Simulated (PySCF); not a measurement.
# HfOH2: relaxation and vibrations of the singlet

Aim: relax HfOH2 as a singlet from a hand-made trigonal planar geometry, check by its vibrations whether the end is a minimum, and collect its spectrum and constants.

Program: PySCF 2.14.0. Level of theory: PBE0, basis Hf def2-TZVP with ECP60, O def2-TZVP, H def2-TZVP, scalar-relativistic core potentials, no spin–orbit coupling, density fitting. These are calculated values, not measurements.

## Step 1: Starting geometry

4 atoms, charge 0, spin multiplicity 1.

Bond lengths: Hf1–O2 1.850 Å, Hf1–H3 1.840 Å, Hf1–H4 1.840 Å. Angles: O2–Hf1–H3 120.0°, O2–Hf1–H4 120.0°, H3–Hf1–H4 120.0°.

Coordinates in bohr (charge 0 multiplicity 1):
```
Hf    0.1324    0.2293    0.0000
O    -1.6156   -2.7983    0.0000
H     3.6095    0.2293    0.0000
H    -1.6062    3.2406    0.0000
```

## Step 2: Relaxing the singlet from the trigonal planar start

One driver script runs all steps and calls PySCF; scf.py shows how it sets up the SCF of each step. The optimiser is the driver's own. Before each start the driver seeks the lowest SCF state from one or more starting densities and follows internal instabilities, so scf.py alone need not reach the same state.

The program finds C2v symmetry in the start, which this walk keeps.

scf.py

```python
from pyscf import gto, scf, dft
mol = gto.M(atom='''
Hf     0.070054     0.121338     0.000000
O     -0.854924    -1.480774    -0.000000
H      1.910060     0.121342     0.000000
H     -0.849947     1.714831     0.000000''',
    basis={'Hf': 'def2-TZVP', 'O': 'def2-TZVP', 'H': 'def2-TZVP'},
    ecp={'Hf': 'def2-TZVP'},
    charge=0, spin=0)
mf = dft.RKS(mol, xc='PBE0')
mf.grids.atom_grid = (50, 194)
aux = {'Hf': 'def2-universal-JKFIT', 'O': 'def2-universal-JKFIT', 'H': 'def2-universal-JKFIT'}
mf = mf.density_fit(auxbasis=aux)
mf.kernel()
```

Further steps of the session: Frequencies; Following the imaginary mode; Hessian and properties.

**Question.** What will these runs give? Wanted: minimum; geometry; wavenumbers; dipole moment; highest occupied, lowest empty level; polar-tensor charge of Hf1; zero-point energy; atomisation energy.

The runs gave:

| quantity | value |
| --- | --- |
| minimum | singlet, Cs |
| geometry | Hf–H 1.863 Å (×2), Hf–O 1.737 Å; H–Hf–H 109.0°, H–Hf–O 104.7° (×2) |
| wavenumbers (cm⁻¹) | 439 (a'), 526 (a''), 637 (a'), 965 (a'), 1666 (a''), 1697 (a') |
| dipole moment | 5.90 D |
| highest occupied, lowest empty level | -7.86, -2.71 eV |
| polar-tensor charge of Hf1 | +1.62 e |
| zero-point energy | 35.5 kJ/mol |
| entropy at 298.15 K | 271.4 J/(mol K) |
| atomisation energy (no zero-point energy) | 1305 kJ/mol |

In words: The trigonal planar start (C2v) ends in a minimum of Cs symmetry, after a first stop at a saddle point 26.0 kJ/mol higher, from which it was pushed off along an imaginary mode. In the infrared the band at 1666 cm⁻¹ (a'', stretch) leads. With 5.9 D the molecule is strongly polar. Other starts or spin states, not run here, may lie lower. A two-component treatment could change these values noticeably.
